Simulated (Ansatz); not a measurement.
# GaH5O (SMILES [OH2+][GaH3-]): a rigid scan of the bond length O1–H4

Aim: the energy along the bond length O1–H4, from CCSD(T) and from cheaper methods, relative to the minimum. All other internal coordinates keep their values.

Computed with Ansatz 0.2.0, Gaussian basis. Level: single points in def2-TZVPP.

Levels: PBE-D4, r2SCAN-D4, PBE0-D4, B3LYP-D4, wB97M-V, Hartree-Fock, MP2, CCSD, CCSD(T). The scan takes 0.847, 0.880, 0.929, 0.987, 1.050, 1.119, 1.191, 1.268, 1.347 Å.

Correlated methods freeze the cores. Filled d shells of the heavier atoms are correlated. B3LYP uses VWN-RPA correlation.

## (1) The system as given

The minimum, relaxed at PBE0-D4: SMILES `[OH2+][GaH3-]`, 7 atoms, charge 0, spin multiplicity 1.

Atoms are counted from 1 here; the program's logs count them from 0.

Bond lengths: O1–Ga2 2.197 Å, O1–H3 0.962 Å, O1–H4 0.962 Å, Ga2–H5 1.570 Å, Ga2–H6 1.580 Å, Ga2–H7 1.581 Å. Angles: Ga2–O1–H3 108.3°, Ga2–O1–H4 109.4°, H3–O1–H4 106.7°, O1–Ga2–H5 99.8°, O1–Ga2–H6 93.8°, O1–Ga2–H7 94.4°, H5–Ga2–H6 119.5°, H5–Ga2–H7 119.2°, H6–Ga2–H7 118.0°.

As a file:

```tsv
atom	x (Å)	y (Å)	z (Å)
O1	-0.2450	-1.2181	-0.1704
Ga2	0.1575	0.9413	-0.1358
H3	-0.9529	-1.4043	0.4546
H4	0.5316	-1.6937	0.1411
H5	0.0820	1.2506	-1.6733
H6	-1.0847	1.2657	0.7856
H7	1.5726	0.7905	0.5525
```

Energies of the minimum (eV), from earlier single points: PBE-D4 -54496.84805, r2SCAN-D4 -54505.90879, PBE0-D4 -54498.07393, B3LYP-D4 -54509.03133, wB97M-V -54503.30224, CCSD(T) -54466.02127.

At the minimum the bond length O1–H4 is 0.962 Å.

## (2) O1–H4 = 0.847 Å

ccsdt-tzvpp/in.yaml reads:

```yaml
crystal:
  periodic: [false, false, false]
  atoms:
    - {symbol: O, position_ang: [-0.244980, -1.218094, -0.170405]}
    - {symbol: Ga, position_ang: [0.157465, 0.941324, -0.135845]}
    - {symbol: H, position_ang: [-0.952880, -1.404318, 0.454557]}
    - {symbol: H, position_ang: [0.438437, -1.636682, 0.103701]}
    - {symbol: H, position_ang: [0.082036, 1.250621, -1.673256]}
    - {symbol: H, position_ang: [-1.084652, 1.265715, 0.785580]}
    - {symbol: H, position_ang: [1.572630, 0.790483, 0.552510]}
basis:
  gaussian: {orbitals: def2-TZVPP}
correlation: {method: ccsd_t}
```

The command line of these runs was not kept.

The runs that follow: O1–H4 = 0.880 Å; O1–H4 = 0.929 Å; O1–H4 = 0.987 Å; O1–H4 = 1.050 Å; O1–H4 = 1.119 Å; O1–H4 = 1.191 Å; O1–H4 = 1.268 Å; O1–H4 = 1.347 Å.

**Question.** What will these runs give? Wanted: highest point, CCSD(T); lowest point, CCSD(T); minimum along the scan, CCSD(T); RMS deviation from CCSD(T); largest T1 diagnostic.

**Answer**, as computed:

```
                       quantity                                                                                                value
         highest point, CCSD(T)                                                                                  1787 meV at 1.347 Å
          lowest point, CCSD(T)                                                                                     0 meV at 0.962 Å
minimum along the scan, CCSD(T)                                                                                              0.961 Å
                curvature there                                                                                           53.0 eV/Å²
     RMS deviation from CCSD(T)  PBE-D4 87, r2SCAN-D4 11, PBE0-D4 23, B3LYP-D4 17, wB97M-V 12, Hartree-Fock 218, MP2 10, CCSD 28 meV
          largest T1 diagnostic                                                                                                0.013
```

A polynomial through the near points puts the CCSD(T) minimum 0.001 Å below the PBE0-D4 value. The third derivative is negative, the usual anharmonicity of a bond. Curvature against CCSD(T): PBE-D4 -6 %, Hartree-Fock +14 %. The curve of MP2 lies nearest to CCSD(T), that of Hartree-Fock farthest.
